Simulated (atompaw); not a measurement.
# A PAW (atompaw) potential for Si, from input to tests

Aim: build the potential from the settings below, then test how well it stands in for the atom: scattering, ghost states and the plane-wave cutoff that it needs.

Program: atompaw 4.2.0.5. Reference atom: LDA (PW92), scalar-relativistic, spherical and spin-unpolarised. All values are calculated.

## 1. The design

Typed settings, in words:

```json
{
 "element": "silicon (Si, Z = 14)",
 "type": "PAW",
 "frozen core": "[Ne]",
 "valence charge": "4",
 "reference configuration": "3s1.75 3p2.25",
 "partial waves": "3s (bound): rc 1.85 bohr; 3s channel at 0.3 Ry: rc 1.85 bohr; 3p (bound): rc 1.85 bohr; 3p channel at 1.9 Ry: rc 1.85 bohr",
 "local potential": "vpsmatchnc scheme with l = 2 at 1 Ry, radius 1.80 bohr",
 "core correction": "smooth core density matched at 1.00 bohr",
 "augmentation charge": "sinc compensation charge, radius 1.55 bohr; PAW radius 1.85 bohr; waves and projectors: custom polynom gramschmidtortho"
}
```

The nodes and maxima of the atom's own shells, from an earlier all-electron run, set the scale for the radii.

All-electron outer shells of the reference configuration (LDA (PW92), scalar-relativistic, ld1.x):

```json
{"shell": "2s", "level (eV)": "-139.16", "outermost node (bohr)": "0.15", "outermost maximum (bohr)": "0.45"}
{"shell": "2p", "level (eV)": "-96.02", "outermost node (bohr)": "–", "outermost maximum (bohr)": "0.39"}
{"shell": "3s", "level (eV)": "-11.08", "outermost node (bohr)": "0.72", "outermost maximum (bohr)": "1.77"}
{"shell": "3p", "level (eV)": "-4.31", "outermost node (bohr)": "0.72", "outermost maximum (bohr)": "2.14"}
```

## 2. Generating the potential

The input, Si.input:

```
Si 14
LDA-PW scalarrelativistic loggrid 1500 logderivrange -3 5 201
3 3 0 0 0 0
3 0 1.75
3 1 2.25
0 0 0
c
c
v
c
v
1
1.85 1.55 1.80 1.00
y
0.3
n
y
1.9
n
custom polynom gramschmidtortho sinc
2 1 vpsmatchnc
1.85
1.85
1.85
1.85
PWSCFOUT
UPFDX 0.0125d0 UPFXMIN -7.d0 UPFZMESH 14.d0
END
```

The run is started by

```console
$ atompaw < Si.input > Si.log
```

Before running it: what results should come out? Wanted: cutoffs for 10 and 1 mRy, occupied levels; bound ghosts; largest phase difference near zero energy, channels read; lowest eigenvalue of the overlap; share of valence orbitals outside the PAW sphere; UPF file.

The runs gave:

```
                                                quantity                   value
               cutoffs for 10 and 1 mRy, occupied levels  6 Ry or less and 18 Ry
                                            bound ghosts         s at -384.09 eV
largest phase difference near zero energy, channels read               0.001 rad
         lowest eigenvalue of the overlap (Bessel basis)               0.098 (s)
        share of valence orbitals outside the PAW sphere        3s 60 %, 3p 77 %
                                                UPF file                 written
```

In words: A bound ghost (s) makes it unfit for use: electrons can fall into a state that the atom doesn't have. It counts as soft on the atom at that tolerance, with 6 Ry or less needed at the looser tolerance. The tighter tolerance needs 18 Ry, and converged work needs a cutoff nearer that. The slowest occupied level is 3s: taken alone it needs 18 Ry to come within 1 mRy, against 8 Ry for 3p. Near zero energy the phases of the channels with partial waves agree within 0.001 rad.
